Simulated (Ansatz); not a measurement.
Which YAML input does this script hand to the engine? (the Python package of Ansatz (0.2.0))

`alni_deck.py`
```python
"""Single point of AlNi through the engine session."""

import json
import warnings

import ansatz


def main() -> None:
    warnings.simplefilter("ignore", ansatz.DeckWarning)

    config = {
        "crystal": {
            "lattice": [[1.938694, -1.95319, 0.0], [1.938694, 1.95319, 0.0], [0.0, 0.0, 3.09943]],
            "atoms": [
                {"symbol": "Al", "position": [0.0, 0.0, 0.0]},
                {"symbol": "Ni", "position": [0.5, 0.5, 0.5], "spin": 2.0},
            ],
        },
        "magnetization": {"spin_polarized": True},
        "kpoints": {"mp_grid": {"grid": [8, 8, 7]}},
        "hamiltonian": {"xc": "r2scan"},
        "scf": {"occupations": {"method": "fermi_dirac", "width": 0.15}},
        "basis": {"ecutwfc": 560},
        "output": {"forces": True, "stress": True, "eigenvalues": True},
    }

    out = ansatz.Session.from_dict(config).plan(threads=1).execute()
    rep = out.report

    energy = rep["free_energy_ev"]
    print("AlNi: {:.6f} eV = {:.6f} Ry = {:.6f} Ha".format(energy, energy / 13.605693, energy / 27.211386))
    print("Fermi level {:.4f} eV, {} k-points, {} symmetry operations".format(rep["fermi_energy_ev"], rep["n_kpoints"], rep["n_symmetry_ops"]))

    gap = None if "band_edges_ev" not in rep else rep["band_edges_ev"][1] - rep["band_edges_ev"][0]
    print("gap on the k mesh:", "withheld (metal, or smearing too wide to tell)" if gap is None else f"{gap:.3f} eV")
    print("lowest empty less highest filled band, by band count:", round(rep["gap_by_band_count_ev"], 3), "eV")

    fermi = rep["fermi_energy_ev"]
    print("levels less the Fermi level (eV) at the first k-points")
    for k, levels in list(zip(rep["kpoints_frac"], rep["eigenvalues_ev"]))[:4]:
        print("k = ({:.3f}, {:.3f}, {:.3f})".format(*k))
        print("   ", " ".join(f"{e - fermi:.3f}" for e in levels))

    print(f"net moment {rep['magnetization_mub']:.3f} muB, absolute {rep['absolute_magnetization_mub']:.3f} muB")
    for index, (site, m) in enumerate(zip(out.lattice.sites, rep["site_moments_mub"])):
        print(f"  {index:2d} {site.symbol:2s} {m:7.3f}")

    keep = ["free_energy_ev", "energy_sigma0_ev", "fermi_energy_ev", "n_iterations", "converged", "magnetization_mub", "n_kpoints"]
    with open("alni.json", "w") as handle:
        json.dump({key: rep[key] for key in keep}, handle, indent=1)


if __name__ == "__main__":
    main()
```

Output of `python alni_deck.py`:
```text
RunWarning: the starting moments were not kept: the SCF closed with an absolute magnetisation of 1.4e-5 μB, where they sum to 2 μB in size (1 site). That is at most 0.1 of that sum. Measured as dr2_m measures the in/out step, that magnetisation stands 4.9e-10 eV from none, at or under the dr2_threshold of 1.0e-7 eV: [...]
AlNi: -6387.035741 eV = -469.438473 Ry = -234.719236 Ha
Fermi level 14.1830 eV, 84 k-points, 8 symmetry operations
gap on the k mesh: withheld (metal, or smearing too wide to tell)
lowest empty less highest filled band, by band count: -5.359 eV
levels less the Fermi level (eV) at the first k-points
k = (0.000, 0.000, 0.000)
    -107.063 -65.996 -65.975 -65.972 -11.919 -3.614 -3.418 -1.752 -1.733 -1.500 3.103 7.384 7.493 7.537 8.948 15.838
k = (0.000, 0.000, 0.143)
    -107.063 -65.998 -65.975 -65.972 -11.577 -3.807 -3.357 -1.844 -1.824 -1.492 1.219 7.917 7.958 8.913 9.701 16.372
k = (0.000, 0.000, 0.286)
    -107.063 -66.002 -65.975 -65.971 -10.571 -4.831 -3.216 -2.040 -2.017 -1.474 -0.699 8.826 9.105 9.141 12.863 15.930
k = (0.000, 0.000, 0.429)
    -107.063 -66.006 -65.975 -65.971 -8.981 -6.830 -3.098 -2.185 -2.161 -1.460 -1.277 8.745 10.886 10.918 13.235 13.253
net moment 0.000 muB, absolute 0.000 muB
   0 Al   0.000
   1 Ni   0.000
```
(Warnings from the package without file and line, shortened.)

`input.yaml`:
```yaml
crystal:
  lattice:
    - [1.938694, -1.95319, 0.0]
    - [1.938694, 1.95319, 0.0]
    - [0.0, 0.0, 3.09943]
  atoms:
    - { symbol: Al, position: [0.0, 0.0, 0.0] }
    - { symbol: Ni, position: [0.5, 0.5, 0.5], spin: 2.0 }
magnetization:
  spin_polarized: true
kpoints:
  mp_grid: { grid: [8, 8, 7] }
hamiltonian:
  xc: r2scan
scf:
  occupations: { method: fermi_dirac, width: 0.15 }
basis:
  ecutwfc: 560
output:
  forces: true
  stress: true
  eigenvalues: true
```

The program run on that file:
```console
$ ansatz run input.yaml --threads 1 --pin off --max-ram 3072MiB --backend cpu --events-out ev --progress --plain --runs-dir out
Engine: ansatz 0.2.0, aarch64-unknown-linux-gnu
Pseudopotentials: kind: paw
Pseudopotential: Al, paw, valence charge 3, recommended cutoff 500 eV (meta_gga), Al.paw.azcp
Pseudopotential: Ni, paw, valence charge 18, recommended cutoff 500 eV (meta_gga), Ni.paw.azcp
Functional definition: r2SCAN
  parameter k0 = 0.174
  parameter k1 = 0.065
  parameter a1 = 4.9479
  exchange = r2scan_x(k0 = k0, k1 = k1, a1 = a1)
  correlation = r2scan_c
Crystal: 2 atoms, lattice volume = 23.473 Å³
Basis set: ecut = 560 eV, 699 PW (Γ), exchange–correlation on 96×96×96 points (64 copies of the dense FFT grid, shifted against one another)
Bands: 16, of which v1, the nominal top of the filled ones, is band 11 counted from 1 (10 counted from 0)
Symmetry: 8 space group operations
Space group: Cmmm (ITA 65), of the structure as read, at distance tolerance 2.9e-5 Å
Magnetic group: BNS 65.481 (UNI 579), of the structure as read, at distance tolerance 2.9e-5 Å
k-points: 84 of 448
Non-local potential: Al, projectors of the file, l = 0: 2, l = 1: 2, l = 2: 1
Non-local potential: Ni, projectors of the file, l = 0: 3, l = 1: 2, l = 2: 3, l = 3: 1
PAW form: soft (Blöchl's): semilocal exchange-correlation on the pseudo side does not see the compensation charge
PAW frozen core: Al, regenerated for the run's functional (the file was generated under x = pbe(κ = 0.804, μ = 0.2195149727645171), c = pbe(β = 0.06672455060314922))
PAW frozen core: Ni, regenerated for the run's functional (the file was generated under x = pbe(κ = 0.804, μ = 0.2195149727645171), c = pbe(β = 0.06672455060314922))
PAW one-centre angular grid: Al, 302 points (default); XC on 160 Gauss nodes
PAW one-centre angular grid: Ni, 590 points (default); XC on 160 Gauss nodes
Initial density: superposition of atomic densities (chi_scale 0.1, normalization cell)
Starting moments: Σ|m| = 2 μB on 1 of 2 sites
Initial wavefunctions: pseudopotential atomic-orbital guess
Functional: x = r2scan, c = r2scan; τ floored in thin density (d = 2e-4 eV/Å³)
SCF iter   1: F=—  HF=-6384.579490 eV  |F-HF|=—  |Δ(HF+E_count)|=         —  Δρ=9.41e-2 (↑9.41e-2 ↓5.23e-2)  dr2=6.60e-1  dr2_τ=2.00e-2  dr2_m=1.00e0  M=0.905 μB ∫|m|=1.360 μB  β_m=0.55  ethr=3.10e-3  ⟨swp⟩=4.7  Hψ=11869  notcnv=0
Mixer restart at iter 1: flushing history
preconditioner: auto → none  [metal: Δε(μ)=0.037 eV  Ē_g=11.590 eV  σ=0.150 eV  W_gap=0.06  n_scr=6 (ndim 8)  ℏωp=27.6 eV  f_vac=0.000  D(μ)=0.89/eV (n_scr^D=6)  sad-step TF]
SCF iter   2: F=—  HF=-6384.844740 eV  |F-HF|=—  |Δ(HF+E_count)|=   2.65e-1  Δρ=6.81e-2 (↑3.61e-2 ↓6.81e-2)  dr2=3.55e-1  dr2_τ=4.08e-3  dr2_m=5.33e-1  M=0.717 μB ∫|m|=1.172 μB  β_m=0.60  ethr=3.10e-3  ⟨swp⟩=2.8  Hψ=5945  notcnv=0  defer=49  κ⁻¹=1.0e0(r=1)
SCF iter   3: F=—  HF=-6385.473351 eV  |F-HF|=—  |Δ(HF+E_count)|=   6.29e-1  Δρ=4.18e-2 (↑2.69e-2 ↓4.18e-2)  dr2=1.32e-1  dr2_τ=1.35e-3  dr2_m=2.29e-1  M=0.654 μB ∫|m|=1.100 μB  β_m=0.72  ethr=1.69e-3  ⟨swp⟩=2.8  Hψ=4643  notcnv=0  defer=49  κ⁻¹=8.4e-2(r=2)
SCF iter   4: F=—  HF=-6386.618137 eV  |F-HF|=—  |Δ(HF+E_count)|=         —  Δρ=4.10e-2 (↑1.63e-2 ↓4.10e-2)  dr2=1.19e-1  dr2_τ=6.97e-4  dr2_m=1.75e-1  M=0.378 μB ∫|m|=0.616 μB  β_m=1.00  ethr=6.29e-4  ⟨swp⟩=2.7  Hψ=5977  notcnv=0  defer=51
Mixer restart at iter 4: flushing history
SCF iter   5: F=—  HF=-6386.575188 eV  |F-HF|=—  |Δ(HF+E_count)|=   4.29e-2  Δρ=8.62e-3 (↑8.62e-3 ↓7.55e-3)  dr2=2.89e-3  dr2_τ=2.21e-4  dr2_m=1.18e-2  M=0.365 μB ∫|m|=0.523 μB  β_m=1.00  ethr=5.66e-4  ⟨swp⟩=2.4  Hψ=5495  notcnv=0  defer=60  κ⁻¹=1.0e0(r=1)
SCF iter   6: F=—  HF=-6386.730327 eV  |F-HF|=—  |Δ(HF+E_count)|=   1.55e-1  Δρ=1.47e-2 (↑2.12e-3 ↓1.47e-2)  dr2=4.46e-2  dr2_τ=5.17e-5  dr2_m=1.01e-2  M=0.324 μB ∫|m|=0.436 μB  β_m=1.00  ethr=1.38e-5  ⟨swp⟩=2.1  Hψ=5604  notcnv=0  defer=65  κ⁻¹=8.6e-2(r=2)
SCF iter   7: F=—  HF=-6386.810917 eV  |F-HF|=—  |Δ(HF+E_count)|=   8.06e-2  Δρ=1.04e-2 (↑1.71e-3 ↓1.04e-2)  dr2=1.99e-2  dr2_τ=3.33e-5  dr2_m=5.75e-3  M=0.303 μB ∫|m|=0.396 μB  β_m=1.00  ethr=1.38e-5  ⟨swp⟩=2.1  Hψ=4651  notcnv=0  defer=65  κ⁻¹=6.7e-4(r=3)
SCF iter   8: F=—  HF=-6386.959885 eV  |F-HF|=—  |Δ(HF+E_count)|=   1.49e-1  Δρ=6.42e-3 (↑1.82e-3 ↓6.42e-3)  dr2=4.30e-3  dr2_τ=1.65e-5  dr2_m=3.11e-3  M=0.236 μB ∫|m|=0.292 μB  β_m=1.00  ethr=1.38e-5  ⟨swp⟩=2.0  Hψ=5027  notcnv=0  defer=72  κ⁻¹=5.1e-5(r=4)
SCF iter   9: F=—  HF=-6386.992526 eV  |F-HF|=—  |Δ(HF+E_count)|=   3.26e-2  Δρ=4.17e-3 (↑1.41e-3 ↓4.17e-3)  dr2=1.57e-3  dr2_τ=7.51e-6  dr2_m=1.37e-3  M=0.194 μB ∫|m|=0.236 μB  β_m=1.00  ethr=1.38e-5  ⟨swp⟩=2.0  Hψ=4688  notcnv=0  defer=73  κ⁻¹=4.3e-5(r=5)
SCF iter  10: F=—  HF=-6387.030173 eV  |F-HF|=—  |Δ(HF+E_count)|=   3.76e-2  Δρ=1.79e-3 (↑1.79e-3 ↓1.27e-3)  dr2=5.19e-5  dr2_τ=1.57e-6  dr2_m=4.95e-4  M=0.091 μB ∫|m|=0.109 μB  β_m=1.00  ethr=7.47e-6  ⟨swp⟩=2.1  Hψ=4900  notcnv=0  defer=75  κ⁻¹=2.8e-5(r=6)
SCF iter  11: F=—  HF=-6387.031771 eV  |F-HF|=—  |Δ(HF+E_count)|=   1.60e-3  Δρ=1.25e-3 (↑1.25e-3 ↓8.14e-4)  dr2=3.46e-5  dr2_τ=6.09e-7  dr2_m=2.26e-4  M=0.074 μB ∫|m|=0.088 μB  β_m=1.00  ethr=2.47e-7  ⟨swp⟩=2.0  Hψ=5339  notcnv=0  defer=75  κ⁻¹=3.5e-6(r=7)
SCF iter  12: F=—  HF=-6387.032984 eV  |F-HF|=—  |Δ(HF+E_count)|=   1.21e-3  Δρ=1.12e-3 (↑1.12e-3 ↓6.87e-4)  dr2=3.15e-5  dr2_τ=4.60e-7  dr2_m=1.74e-4  M=0.062 μB ∫|m|=0.074 μB  β_m=1.00  ethr=1.65e-7  ⟨swp⟩=2.0  Hψ=4459  notcnv=0  defer=75  κ⁻¹=1.4e-6(r=8)
SCF iter  13: F=—  HF=-6387.034795 eV  |F-HF|=—  |Δ(HF+E_count)|=   1.81e-3  Δρ=5.58e-4 (↑5.58e-4 ↓4.55e-4)  dr2=1.89e-6  dr2_τ=1.28e-7  dr2_m=5.51e-5  M=0.035 μB ∫|m|=0.042 μB  β_m=1.00  ethr=1.50e-7  ⟨swp⟩=2.5  Hψ=4644  notcnv=0  defer=75  κ⁻¹=1.0e-6(r=8)
SCF iter  14: F=—  HF=-6387.035392 eV  |F-HF|=—  |Δ(HF+E_count)|=   5.96e-4  Δρ=3.60e-4 (↑3.60e-4 ↓2.88e-4)  dr2=1.04e-6  dr2_τ=5.82e-8  dr2_m=2.24e-5  M=0.021 μB ∫|m|=0.025 μB  β_m=1.00  ethr=8.99e-9  ⟨swp⟩=3.1  Hψ=6244  notcnv=0  defer=75  κ⁻¹=1.2e-6(r=8)
SCF iter  15: F=—  HF=-6387.035600 eV  |F-HF|=—  |Δ(HF+E_count)|=   2.08e-4  Δρ=2.10e-4 (↑2.10e-4 ↓2.09e-4)  dr2=5.01e-8  dr2_τ=2.05e-8  dr2_m=9.43e-6  M=0.013 μB ∫|m|=0.016 μB  β_m=1.00  ethr=4.95e-9  ⟨swp⟩=3.1  Hψ=5337  notcnv=0  defer=75  κ⁻¹=1.1e-6(r=8)
SCF iter  16: F=—  HF=-6387.035728 eV  |F-HF|=—  |Δ(HF+E_count)|=   1.28e-4  Δρ=1.29e-4 (↑1.29e-4 ↓3.52e-5)  dr2=1.85e-6  dr2_τ=6.77e-9  dr2_m=1.26e-6  M=0.004 μB ∫|m|=0.005 μB  β_m=1.00  ethr=2.38e-10  ⟨swp⟩=3.5  Hψ=6525  notcnv=0  defer=75  κ⁻¹=3.9e-6(r=8)
SCF iter  17: F=—  HF=-6387.035740 eV  |F-HF|=—  |Δ(HF+E_count)|=   1.18e-5  Δρ=3.77e-5 (↑3.77e-5 ↓9.72e-6)  dr2=2.67e-7  dr2_τ=7.11e-10  dr2_m=6.11e-8  M=0.001 μB ∫|m|=0.001 μB  β_m=1.00  ethr=2.38e-10  ⟨swp⟩=3.0  Hψ=6190  notcnv=0  defer=75  κ⁻¹=8.9e-7(r=8)
SCF iter  18: F=—  HF=-6387.035741 eV  |F-HF|=—  |Δ(HF+E_count)|=   1.15e-6  Δρ=7.15e-6 (↑7.15e-6 ↓3.05e-6)  dr2=1.03e-8  dr2_τ=4.55e-11  dr2_m=1.43e-9  M=0.000 μB ∫|m|=0.000 μB  β_m=1.00  ethr=2.38e-10  ⟨swp⟩=2.4  Hψ=4605  notcnv=0  defer=75  κ⁻¹=3.5e-6(r=8)
SCF iter  19: F=—  HF=-6387.035741 eV  |F-HF|=—  |Δ(HF+E_count)|=   2.78e-8  Δρ=1.16e-6 (↑6.05e-7 ↓1.16e-6)  dr2=2.03e-10  dr2_τ=4.33e-12  dr2_m=3.18e-11  M=-0.000 μB ∫|m|=0.000 μB  β_m=1.00  ethr=4.90e-11  ⟨swp⟩=2.0  Hψ=4450  notcnv=0  defer=75  κ⁻¹=1.4e-6(r=8)
SCF iter  20: F=—  HF=-6387.035741 eV  |F-HF|=—  |Δ(HF+E_count)|=  8.50e-10  Δρ=1.57e-6 (↑1.57e-6 ↓3.16e-7)  dr2=4.18e-10  dr2_τ=2.01e-12  dr2_m=1.06e-10  M=-0.000 μB ∫|m|=0.000 μB  β_m=1.00  ethr=1.00e-12  ⟨swp⟩=4.3  Hψ=9966  notcnv=0  κ⁻¹=1.3e-7(r=8)
SCF iter  21: F=-6387.035741 eV  HF=-6387.035741 eV  |F-HF|=1.05e-10  |Δ(HF+E_count)|=   2.09e-9  Δρ=7.67e-7 (↑7.67e-7 ↓4.83e-7)  dr2=2.84e-10  dr2_τ=4.88e-13  dr2_m=5.06e-12  M=0.000 μB ∫|m|=0.000 μB  ethr=1.00e-12  ⟨swp⟩=3.7  Hψ=6991  notcnv=0
SCF 1 converged in 21 iterations: F = -6387.035741 eV  dr2 = 2.84e-10
  greatest PAW one-centre occupation: 1.001 electrons in one spin orbital (limit 2), on the Ni atom at site 1 (counted from 0), in its partial waves of l = 1
WARN: the starting moments were not kept: the SCF closed with an absolute magnetisation of 1.4e-5 μB, where they sum to 2 μB in size (1 site). That is at most 0.1 of that sum. Measured as dr2_m measures the in/out step, that magnetisation stands 4.9e-10 eV from none, at or under the dr2_threshold of 1.0e-7 eV: it is no larger than a step whose dr2_m would equal this threshold. The system may hold no moment; this SCF shows only that its start led to no more than that. To try another start: raise the starting moments (crystal.atoms[].spin, magnetization.per_species, magnetization.initial_magnetization, or on a non-collinear deck that types none of these the spinor_matrix: blocks that start its atoms; where the total moment is fixed, keep their sum and leave initial_magnetization as it is; typed ones take the place of any that the run laid by itself, positive ones on a crystal's lanthanoids without a Hubbard term where scf.initial_density.shell_occupations: [] is typed) or, if the notice of its spin-set hold's release reads "site moments contracting" or "site moments show no strong build", lengthen the hold (scf.mixing.spin_hold: { on: { confirm: 4 } }; for m-r²SCAN on two components see the key's manual first). Each may lead to a state that holds a moment. A second SCF, from the converged charge density, with the starting moments and any scf.initial_density.shell_occupations laid on it anew, would have followed, and was not run: the deck does not ask for one (magnetization.retry_lost_moments is false, the default). To let it run, set magnetization.retry_lost_moments: true and run the deck again, where that key's refused combinations let it; where memory then withholds it, that run's warning says so.
this state was not tested for a lower state beside it, because the mixer in use, unlike msr1, does not test its closes by its own steps (another_mixer; see scf.mixing.algorithm and scf.lower_state_search)
SCF converged after 21 iterations
Magnetization: 0.0000 μB (10.5000 up, 10.5000 down)
Absolute magnetization: 0.0000 μB (∫|ρ↑−ρ↓|, with the PAW one-centre terms)
Spin contamination: 0.0000 ħ² per cell (⟨S²⟩ above its minimum at these occupations)
Per-site moments (μB) at R_I (Å): [(6.431987555364665e-8, 1.0238106244619618), (1.232601248509486e-5, 1.0238106244619618)]
Free energy (F): -6387.035741 eV
Harris-Foulkes:  -6387.035741 eV  (|F-HF|=1.05e-10)
Internal energy: -6386.963824 eV  (E = F + TS)
E sigma→0 (E₀):  -6386.999783 eV
Entropy (-TS):   -0.071916 eV (-35.958 meV/atom)
Fermi energy:    14.183007 eV
--- Per-component energies (eV) ---
  E_band       = -356.411798
  E_kinetic    = 311.413585
  E_local      = -4443.866889  (includes V_loc(G=0)·N_el)
  E_nonlocal   = 651.999604
  E_hartree    = 1917.615034
  E_xc         = -117.397713
  E_vxc        = -151.383803  (∫ρ·V_xc dr)
  E_paw        = -2120.647538  (= ΣΔE_a)
  E_vpaw       = -570.230594  (= ΣTr[D̂ρ^β])
  E_aug_tail   = 0.000148  (compensation charges beyond the density's cutoff)
  E_vtau       = 10.427561  (kinetic-family band-sum trace: ∫τ·v_τ [+ j·A + Jᵃ·Aᵃ] dr)
  E_ewald      = -2585.719878
  E_core_change = -0.360177  (= ΣΔE_core)
  E_smearing   = -0.071916  (= −TS)
  E_closure    = -0.000000  (closes the sum)
  Σ components = -6387.035741   (vs F -6387.035741, Δ=0.00e0)
--- Forces (eV/Å), atoms counted from 1 ---
  atom   1  Al     0.00000000     0.00000000     0.00000000
  atom   2  Ni    -0.00000000     0.00000000     0.00000000
  max |Σ_I F_I| component: 1.26e-29 eV/Å
--- Stress (GPa, compression-positive) ---
        3.660798      -0.000000      -0.000000
       -0.000000       2.006453      -0.000000
       -0.000000      -0.000000      -2.991363
  P = ⅓ Tr σ = 0.8920 GPa (8.920 kbar)
--- Band table (eV; the first three rows and the last of 168) ---
  k-point 0 ↑: bands = ["-92.8800", "-51.8128", "-51.7925", "-51.7887", "2.2643", "10.5690", "10.7652", "12.4310", "12.4501", "12.6832", "17.2857", "21.5668", "21.6755", "21.7199", "23.1309", "30.0209"]
  k-point 1 ↑: bands = ["-92.8799", "-51.8147", "-51.7924", "-51.7886", "2.6062", "10.3756", "10.8260", "12.3386", "12.3590", "12.6911", "15.4020", "22.0996", "22.1415", "23.0963", "23.8841", "30.5554"]
  k-point 2 ↑: bands = ["-92.8797", "-51.8192", "-51.7921", "-51.7883", "3.6123", "9.3519", "10.9671", "12.1435", "12.1662", "12.7090", "13.4844", "23.0091", "23.2878", "23.3240", "27.0457", "30.1133"]
  k-point 83 ↓: bands = ["-92.8736", "-51.8288", "-51.8256", "-51.8148", "9.6815", "9.8192", "9.8529", "12.7551", "13.3220", "15.8126", "15.9310", "16.0668", "18.6213", "18.9597", "19.0657", "20.1164"]
```

Reading the output:
- Absolute energies stand on the zero of these potentials, so only differences at equal settings mean something. A total without «per atom» is that of the cell as typed.
- The SCF didn't keep the moments it started from (some shrank, vanished or turned); what is printed is the state reached.
- The computed bands are complete only to about 5.9 eV above the Fermi level.
- The levels shown are those of the first spin channel.
- For a metal this k-point mesh is coarse: on a finer one energies can move by several to tens of meV an atom and pressures by half a GPa or more, differences at one mesh by less.
- Only differences from the Fermi energy are physical; the zero of the scale is a convention.
- Within a few hundredths of an angstrom the cell has the higher group P4/mmm; the lower one is a small distortion.
- A gap by band count of zero or less means overlapping bands, a metal.
- r2SCAN tends to overestimate the moments of itinerant magnets.
- The structure comes from a database of computed cells and needn't be a stable or known phase.
- Levels are Kohn-Sham eigenvalues on this mesh.
- The script silences the warnings on its input, which a real study should read.
- Finished in 26 s on 1 thread of Arm Neoverse V1, on a shared host, peak memory 0.48 GiB.

(Lines on the test bed's own set-up are left out of the output.)
